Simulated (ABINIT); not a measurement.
TaF3:

```xyz
4
Lattice="3.9012 0.0000 0.0000 0.0000 3.9012 0.0000 0.0000 0.0000 3.9012" Properties=species:S:1:pos:R:3 pbc="T T T"
Ta    0.0000    0.0000    0.0000
F     0.0000    0.0000    1.9506
F     0.0000    1.9506    0.0000
F     1.9506    0.0000    0.0000
```

```yaml
Program: ABINIT 10.8.3 (patched build)
Task: relaxation of cell and atoms
Functional: PBEsol
Potentials_or_basis: PseudoDojo NC SR PBEsol v0.4.1 standard
Cutoff: 1143 eV
k_mesh: 5 × 5 × 5
Occupations: fermi-dirac, width 0.05 eV
Spin: no spin polarisation
```

At the start: pressure 19.2 GPa; volume 14.84 Å³/atom.

Where does the relaxation end?

Over 5 steps the energy falls by 104.8 meV/atom and the volume is 16.81 Å³/atom (+13.2 %); space group Pm-3m (No. 221, to 0.05 Å).

Step by step:
```tsv
step	energy change (eV)	largest force (eV/Å)	pressure (GPa)	volume (Å³)
1	0.0000	0.0000	19.21	59.37
2	-0.3066	0.0000	8.93	62.93
3	-0.4163	0.0000	1.26	66.52
4	-0.4190	0.0000	0.12	67.16
5	-0.4190	0.0000	0.00	67.23
```

Final structure:
```
CELL_PARAMETERS angstrom
4.06609 0.00000 0.00000
0.00000 4.06609 0.00000
0.00000 0.00000 4.06609
ATOMIC_POSITIONS crystal
Ta 0.00000 0.00000 0.00000
F 0.00000 0.00000 0.50000
F 0.00000 0.50000 0.00000
F 0.50000 0.00000 0.00000
```

Caveat: the volume moved by +13 % from the deposited cell, more than functionals usually miss.
